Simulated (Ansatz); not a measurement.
# VWC2 (R-3m) in Ansatz: a series of runs, part 2 of 2

Ansatz 0.2.0. Earlier steps stand in the parts before.

## 3. Single point, LDA, collinear spin, ferromagnetic start, 9.24 Å³/atom (volume scaled by 0.94)

File input.yaml:

```yaml
crystal:
  lattice:
    - [1.4860724039, 0.8579843024, 4.8331732337]
    - [-1.4860724039, 0.8579843024, 4.8331732337]
    - [0.0, -1.7159686048, 4.8331732337]
  atoms:
    - { symbol: W, position: [0.0, 0.0, 0.0] }
    - { symbol: V, position: [0.5, 0.5, 0.5], spin: 2.0 }
    - { symbol: C, position: [0.246494, 0.246494, 0.246494] }
    - { symbol: C, position: [0.753506, 0.753506, 0.753506] }
hamiltonian:
  xc: lda
  pseudopotentials: { kind: paw }
magnetization:
  spin_polarized: true
kpoints:
  mp_grid: { grid: [10, 10, 10] }
scf:
  occupations: { method: fermi_dirac, width: 0.05 }
output:
  forces: true
  stress: true
  eigenvalues: true
  write_density: true
  write_potential: true
  elf: true
  volumetric_format: npy
```

Potentials or basis: Ansatz PAW.

The run is started by

```console
$ ansatz run input.yaml --threads 2 --pin off --max-ram 5632MiB --backend cpu --events-out ev --progress --plain --runs-dir out
```

Wall time 22 s (2 threads of Intel Xeon at 2.50GHz (Skylake/Cascade Lake), shared host); peak memory 0.49 GiB.

It converged, with:

```
Free energy            : -13477.1135 eV
Pressure               : 4.8 GPa
Largest force          : 0.161 eV/Å
Band gap on the k mesh : none (metal or under the smearing width)
Net moment             : 0.00 μB per cell
Absolute moment        : 0.00 μB per cell
```

Caveat: the pressure holds a Pulay correction of +0.4 GPa for the finite cutoff; the PAW data sets come from PBE, with cores solved anew for the run's functional, which leaves a small shift of forces and pressure; the starting moments weren't kept.

## 4. Single point, LDA, collinear spin, ferromagnetic start, 9.44 Å³/atom (volume scaled by 0.96)

input.yaml: that of step 3 with these lines changed.

```diff
@@ -2,5 +2,5 @@
   lattice:
-    - [1.4860724039, 0.8579843024, 4.8331732337]
-    - [-1.4860724039, 0.8579843024, 4.8331732337]
-    - [0.0, -1.7159686048, 4.8331732337]
+    - [1.4965380473, 0.8640266445, 4.8672107864]
+    - [-1.4965380473, 0.8640266445, 4.8672107864]
+    - [0.0, -1.7280532889, 4.8672107864]
   atoms:
@@ -23,5 +23 @@
   eigenvalues: true
-  write_density: true
-  write_potential: true
-  elf: true
-  volumetric_format: npy
```

The run is started by

```console
$ ansatz run input.yaml --threads 2 --pin off --max-ram 5632MiB --backend cpu --events-out ev --progress --plain --runs-dir out
```

It took 19 s on 2 threads of Intel Xeon at 2.50GHz (Skylake/Cascade Lake), shared host; peak memory 0.49 GiB.

Results (log left out):

| Property | Result |
| --- | --- |
| Free energy | -13477.1170 eV |
| Pressure | -3.2 GPa |
| Largest force | 0.052 eV/Å |
| Band gap on the k mesh | none (metal or under the smearing width) |
| Net moment | 0.00 μB per cell |
| Absolute moment | 0.00 μB per cell |

Caveat: the pressure holds a Pulay correction of +0.4 GPa for the finite cutoff; the PAW data sets come from PBE, with cores solved anew for the run's functional, which leaves a small shift of forces and pressure; the starting moments weren't kept.

## 5. Single point, LDA, collinear spin, ferromagnetic start, 9.64 Å³/atom (volume scaled by 0.98)

input.yaml: that of step 4 with these lines changed.

```diff
@@ -2,5 +2,5 @@
   lattice:
-    - [1.4965380473, 0.8640266445, 4.8672107864]
-    - [-1.4965380473, 0.8640266445, 4.8672107864]
-    - [0.0, -1.7280532889, 4.8672107864]
+    - [1.5068593255, 0.8699856372, 4.9007788181]
+    - [-1.5068593255, 0.8699856372, 4.9007788181]
+    - [0.0, -1.7399712744, 4.9007788181]
   atoms:
```

The run is started by

```console
$ ansatz run input.yaml --threads 2 --pin off --max-ram 5632MiB --backend cpu --events-out ev --progress --plain --runs-dir out
```

Run time: 19 s. Hardware: 2 threads of Intel Xeon at 2.50GHz (Skylake/Cascade Lake), shared host; peak memory 0.5 GiB.

Results (log left out):

```
Free energy            : -13477.0832 eV
Pressure               : -10.4 GPa
Largest force          : 0.048 eV/Å
Band gap on the k mesh : none (metal or under the smearing width)
Net moment             : 0.00 μB per cell
Absolute moment        : 0.00 μB per cell
```

Caveat: the pressure holds a Pulay correction of +0.4 GPa for the finite cutoff; the PAW data sets come from PBE, with cores solved anew for the run's functional, which leaves a small shift of forces and pressure; the starting moments weren't kept.

## 6. Single point, LDA, collinear spin, ferromagnetic start, 9.83 Å³/atom

input.yaml: that of step 5 with these lines changed.

```diff
@@ -2,5 +2,5 @@
   lattice:
-    - [1.5068593255, 0.8699856372, 4.9007788181]
-    - [-1.5068593255, 0.8699856372, 4.9007788181]
-    - [0.0, -1.7399712744, 4.9007788181]
+    - [1.5170411163, 0.8758640969, 4.933893193]
+    - [-1.5170411163, 0.8758640969, 4.933893193]
+    - [0.0, -1.7517281937, 4.933893193]
   atoms:
```

Potentials or basis: Ansatz PAW.

The run is started by

```console
$ ansatz run input.yaml --threads 2 --pin off --max-ram 5632MiB --backend cpu --events-out ev --progress --plain --runs-dir out
```

Wall time 18 s (2 threads of Intel Xeon at 2.50GHz (Skylake/Cascade Lake), shared host); peak memory 0.5 GiB.

Results (log left out):

| Quantity | Value |
| --- | --- |
| Free energy | -13477.0160 eV |
| Pressure | -16.8 GPa |
| Largest force | 0.140 eV/Å |
| Band gap on the k mesh | none (metal or under the smearing width) |
| Net moment | 0.00 μB per cell |
| Absolute moment | 0.00 μB per cell |

Caveat: the pressure holds a Pulay correction of +0.4 GPa for the finite cutoff; the PAW data sets come from PBE, with cores solved anew for the run's functional, which leaves a small shift of forces and pressure; the starting moments weren't kept.

## 7. Single point, LDA, collinear spin, ferromagnetic start, 10.03 Å³/atom (volume scaled by 1.02)

input.yaml: that of step 6 with these lines changed.

```diff
@@ -2,5 +2,5 @@
   lattice:
-    - [1.5170411163, 0.8758640969, 4.933893193]
-    - [-1.5170411163, 0.8758640969, 4.933893193]
-    - [0.0, -1.7517281937, 4.933893193]
+    - [1.527088039, 0.8816646904, 4.9665689346]
+    - [-1.527088039, 0.8816646904, 4.9665689346]
+    - [0.0, -1.7633293808, 4.9665689346]
   atoms:
@@ -23 +23,5 @@
   eigenvalues: true
+  write_density: true
+  write_potential: true
+  elf: true
+  volumetric_format: npy
```

The run is started by

```console
$ ansatz run input.yaml --threads 2 --pin off --max-ram 5632MiB --backend cpu --events-out ev --progress --plain --runs-dir out
```

Run time: 24 s. Hardware: 2 threads of Intel Xeon at 2.50GHz (Skylake/Cascade Lake), shared host; peak memory 0.5 GiB.

The run converged. Its results:

| Property | Result |
| --- | --- |
| Free energy | -13476.9189 eV |
| Pressure | -22.6 GPa |
| Largest force | 0.226 eV/Å |
| Band gap on the k mesh | none (metal or under the smearing width) |
| Net moment | 0.00 μB per cell |
| Absolute moment | 0.00 μB per cell |

Caveat: the pressure holds a Pulay correction of +0.4 GPa for the finite cutoff; the PAW data sets come from PBE, with cores solved anew for the run's functional, which leaves a small shift of forces and pressure; the starting moments weren't kept.

## 8. Single point, LDA, collinear spin, ferromagnetic start, 10.23 Å³/atom (volume scaled by 1.04)

input.yaml: that of step 7 with these lines changed.

```diff
@@ -2,5 +2,5 @@
   lattice:
-    - [1.527088039, 0.8816646904, 4.9665689346]
-    - [-1.527088039, 0.8816646904, 4.9665689346]
-    - [0.0, -1.7633293808, 4.9665689346]
+    - [1.537004473, 0.8873899462, 4.9988202859]
+    - [-1.537004473, 0.8873899462, 4.9988202859]
+    - [0.0, -1.7747798924, 4.9988202859]
   atoms:
@@ -23,5 +23 @@
   eigenvalues: true
-  write_density: true
-  write_potential: true
-  elf: true
-  volumetric_format: npy
```

The run is started by

```console
$ ansatz run input.yaml --threads 2 --pin off --max-ram 5632MiB --backend cpu --events-out ev --progress --plain --runs-dir out
```

Run time: 21 s. Hardware: 2 threads of Intel Xeon at 2.50GHz (Skylake/Cascade Lake), shared host; peak memory 0.5 GiB.

The run converged. Its results:

* Free energy: -13476.7950 eV
* Pressure: -27.8 GPa
* Largest force: 0.304 eV/Å
* Band gap on the k mesh: none (metal or under the smearing width)
* Net moment: 0.00 μB per cell
* Absolute moment: 0.00 μB per cell

Caveat: the pressure holds a Pulay correction of +0.4 GPa for the finite cutoff; the PAW data sets come from PBE, with cores solved anew for the run's functional, which leaves a small shift of forces and pressure; the starting moments weren't kept.

## 9. Single point, LDA, collinear spin, ferromagnetic start, 10.42 Å³/atom (volume scaled by 1.06)

input.yaml: that of step 8 with these lines changed.

```diff
@@ -2,5 +2,5 @@
   lattice:
-    - [1.537004473, 0.8873899462, 4.9988202859]
-    - [-1.537004473, 0.8873899462, 4.9988202859]
-    - [0.0, -1.7747798924, 4.9988202859]
+    - [1.5467945743, 0.8930422639, 5.030660764]
+    - [-1.5467945743, 0.8930422639, 5.030660764]
+    - [0.0, -1.7860845277, 5.030660764]
   atoms:
@@ -23 +23,5 @@
   eigenvalues: true
+  write_density: true
+  write_potential: true
+  elf: true
+  volumetric_format: npy
```

Potentials or basis: Ansatz PAW.

The run is started by

```console
$ ansatz run input.yaml --threads 2 --pin off --max-ram 5632MiB --backend cpu --events-out ev --progress --plain --runs-dir out
```

Wall time 26 s (2 threads of Intel Xeon at 2.50GHz (Skylake/Cascade Lake), shared host); peak memory 0.51 GiB.

It converged, with:

```
Free energy            : -13476.6472 eV
Pressure               : -32.4 GPa
Largest force          : 0.377 eV/Å
Band gap on the k mesh : none (metal or under the smearing width)
Net moment             : 0.00 μB per cell
Absolute moment        : 0.00 μB per cell
```

Caveat: the pressure holds a Pulay correction of +0.4 GPa for the finite cutoff; the PAW data sets come from PBE, with cores solved anew for the run's functional, which leaves a small shift of forces and pressure; the starting moments weren't kept.

## 10. Equation of state, LDA, collinear spin, ferromagnetic start

This step only gathers the single runs of the series.

Results:

```yaml
Equilibrium_volume: 9.36 Å³/atom
Bulk_modulus_at_fixed_shape_and_positions: 378 GPa
Pressure_derivative_of_the_bulk_modulus: 4.3
```

Energy against volume, from the lowest point:
| volume (Å³/atom) | energy (meV/atom) |
| --- | --- |
| 9.244 | 0.88 |
| 9.440 | 0.00 |
| 9.637 | 8.44 |
| 9.834 | 25.24 |
| 10.030 | 49.52 |
| 10.227 | 80.48 |
| 10.424 | 117.46 |

Caveat: the cell was scaled at fixed shape and fractional positions, which overstates the stiffness of a crystal with free parameters, most of all of layers and chains.
